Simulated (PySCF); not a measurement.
# Ways to converge the SCF of BeP⁻

The same problem is solved with other solver options, one edit a run.

Method: each script names its method and basis; program: PySCF 2.14.0.

1 further run of the same task is left out (it didn't finish).

**1. The starting structure**

BeP⁻: 2 atoms, charge -1, spin multiplicity 1.

Bond lengths: Be1–P2 2.125 Å.

**2. The base run**

input.py

```python
from pyscf import gto, dft

mol = gto.M(
    atom='Be 0 0 0; P 0 0 2.125',
    basis='6-31+g*',
    charge=-1,
    spin=0,
    verbose=4,
)
mf = dft.UKS(mol, xc='pbesol')
mf = mf.newton()
mf.kernel()
mf.analyze()
print('orbital energies (hartree):', [e[max(0, n-3):n+3].round(4) for e, n in zip(mf.mo_energy, mol.nelec)])
```

Launch:

```sh
$ OMP_NUM_THREADS=1 python input.py
```

Its log is not repeated here.

It gives: E(SCF) = -355.139099 Eh, 7 macro-iterations.

The bond length is a typed value, not an optimised one. The dipole of an ion depends on the origin.

**3. Damping 0.95**

Edit 1 changes damping: none → 0.95.

input.py

```python
from pyscf import gto, dft

mol = gto.M(
    atom='Be 0 0 0; P 0 0 2.125',
    basis='6-31+g*',
    charge=-1,
    spin=0,
    verbose=4,
)
mf = dft.UKS(mol, xc='pbesol')
mf.damp = 0.95
mf.diis_start_cycle = 8
mf = mf.newton()
mf.kernel()
mf.analyze()
print('orbital energies (hartree):', [e[max(0, n-3):n+3].round(4) for e, n in zip(mf.mo_energy, mol.nelec)])
```

Launch:

```sh
$ OMP_NUM_THREADS=1 python input.py
```

**4. Damping 0.8**

Edit 2 changes damping: none → 0.8.

Edit input.py of step 2 so:

```diff
@@ -10,2 +10,4 @@
 mf = dft.UKS(mol, xc='pbesol')
+mf.damp = 0.8
+mf.diis_start_cycle = 8
 mf = mf.newton()
```

**5. Initial guess mod_huckel**

Edit 3 changes initial guess: minao → mod_huckel.

Edit input.py of step 2 so:

```diff
@@ -10,2 +10,3 @@
 mf = dft.UKS(mol, xc='pbesol')
+mf.init_guess = 'mod_huckel'
 mf = mf.newton()
```

**6. Convergence threshold 1e-07 hartree**

Edit 4 changes convergence threshold: default → 1e-07 hartree.

Edit input.py of step 2 so:

```diff
@@ -10,2 +10,3 @@
 mf = dft.UKS(mol, xc='pbesol')
+mf.conv_tol = 1e-07
 mf = mf.newton()
```

**7. Point-group symmetry on**

Edit 5 changes point-group symmetry: off → on.

Edit input.py of step 2 so:

```diff
@@ -7,2 +7,3 @@
     spin=0,
+    symmetry=True,
     verbose=4,
```

**8. Cycle limit 200**

Edit 6 changes cycle limit: 50 → 200.

Edit input.py of step 2 so:

```diff
@@ -10,2 +10,3 @@
 mf = dft.UKS(mol, xc='pbesol')
+mf.max_cycle = 200
 mf = mf.newton()
```

What does the calculation give? Wanted: for each run, E(SCF); from base; gap.

The runs gave:

```csv
run,E(SCF) (hartree),from base (eV),cycles,gap (eV)
base,-355.139099,0,7 macro,-0.16
damping 0.95,-355.139099,0.0000,7 macro,-0.16
damping 0.8,-355.139099,0.0000,7 macro,-0.16
initial guess mod_huckel,-355.139099,0.0000,5 macro,-0.16
convergence threshold 1e-07 hartree,-355.139099,0.0000,5 macro,-0.17
point-group symmetry on,-355.139099,0.0000,6 macro,-0.16
cycle limit 200,-355.139099,0.0000,7 macro,-0.16
```

Distance from each run's final energy (log10 hartree) by cycle:

```csv
run,cycle 1,cycle 2,cycle 3,cycle 5,cycle 8,cycle 12
base,-1.5,-2.3,-5.4,-8.6,done,done
damping 0.95,-1.5,-2.3,-5.4,-8.6,done,done
damping 0.8,-1.5,-2.3,-5.4,-8.6,done,done
initial guess mod_huckel,-0.3,-1.4,-4.6,< -11,done,done
convergence threshold 1e-07 hartree,-1.5,-2.3,-5.4,< -11,done,done
point-group symmetry on,-1.5,-2.3,-5.1,< -11,done,done
cycle limit 200,-1.5,-2.3,-5.4,-8.6,done,done
```

What this shows: The highest filled level of this anion is positive: the basis lacks diffuse functions or the electron is not bound, so these numbers hang on the basis. No change of the SCF energy comes from damping 0.95 or damping 0.8 or initial guess mod_huckel or convergence threshold 1e-07 hartree or point-group symmetry on or cycle limit 200. The cycles with damping 0.95 or damping 0.8 repeat those of the base digit for digit, so the setting never acted.
